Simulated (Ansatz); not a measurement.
This script drives Ansatz 0.2.0, Python API.

The script, `lattice_tatc.py`:
```python
"""Relaxed cell of TaTc under several functionals."""

import warnings

import ansatz as az
import numpy as np

def edges_and_angles(cell):
    cell = np.asarray(cell)
    a, b, c = np.linalg.norm(cell, axis=1)
    cosines = cell[1] @ cell[2] / (b * c), cell[0] @ cell[2] / (a * c), cell[0] @ cell[1] / (a * b)
    return (a, b, c, *np.degrees(np.arccos(cosines)))

warnings.simplefilter("ignore", az.DeckWarning)

vectors = np.array([
    [3.172, 0.0, 0.0],
    [0.0, 3.172, 0.0],
    [0.0, 0.0, 3.172],
])
xtal = (
    az.Lattice.of(vectors)
    .atom("Ta", [0.0, 0.0, 0.0])
    .atom("Tc", [0.5, 0.5, 0.5])
)

model = (
    xtal.calculation()
    .occupations(az.OccupationsMethod.FERMI_DIRAC)
    .kpoints(length=32)
    .relax(cell=True, force_tolerance=0.01, max_steps=60)
)

levels = [("pbesol", "d3bj"), ("blyp", "d3bj"), ("pbesol", "none")]
print("level            a       b       c    alpha   beta  gamma  V/atom  steps")
for name, dispersion in levels:
    seen = []
    run = model.functional(name, dispersion=dispersion).session().plan()
    done = run.execute(on_event=lambda e: seen.append(e) if e["event"] == "relax_step" else None)
    cell = done.lattice.cell_ang
    label = name if dispersion == "none" else f"{name}+{dispersion}"
    print("{:13s} {:7.4f} {:7.4f} {:7.4f} {:6.2f} {:6.2f} {:6.2f}".format(label, *edges_and_angles(cell)), f"{abs(np.linalg.det(cell)) / len(done.lattice.sites):7.3f} {len(seen):5d}")
```

It is started by `python lattice_tatc.py`. Estimate its wall time and peak memory on 1 thread of Arm Neoverse V2, on a shared host.

It took about 34 s, with a peak of 0.44 GiB, for 3 runs of the engine.

Output of `python lattice_tatc.py`:
```text
level            a       b       c    alpha   beta  gamma  V/atom  steps
pbesol+d3bj    3.1257  3.1257  3.1257  90.00  90.00  90.00  15.268     6
blyp+d3bj      3.1542  3.1542  3.1542  90.00  90.00  90.00  15.690     5
pbesol         3.1525  3.1525  3.1525  90.00  90.00  90.00  15.665     5
```

From smallest to largest: PBEsol+D3BJ (15.27 Å³ an atom, -4.3 % against the start), PBEsol (15.67 Å³ an atom, -1.8 % against the start) and BLYP+D3BJ (15.69 Å³ an atom, -1.7 % against the start). The spread is 2.8 % in volume.

What to keep in mind:
- Forces vanish by symmetry, so the ions can't move, and the end may be a saddle.
- BLYP and dispersion corrections can be off by several per cent in the lattices of metals, and by several GPa in the pressure at a fixed cell.
- Spin-orbit coupling, which matters for elements this heavy, is left out.
- The structure is a deposited one; some such entries were measured under pressure or heat, so a shift against it needn't be the functional's error alone.
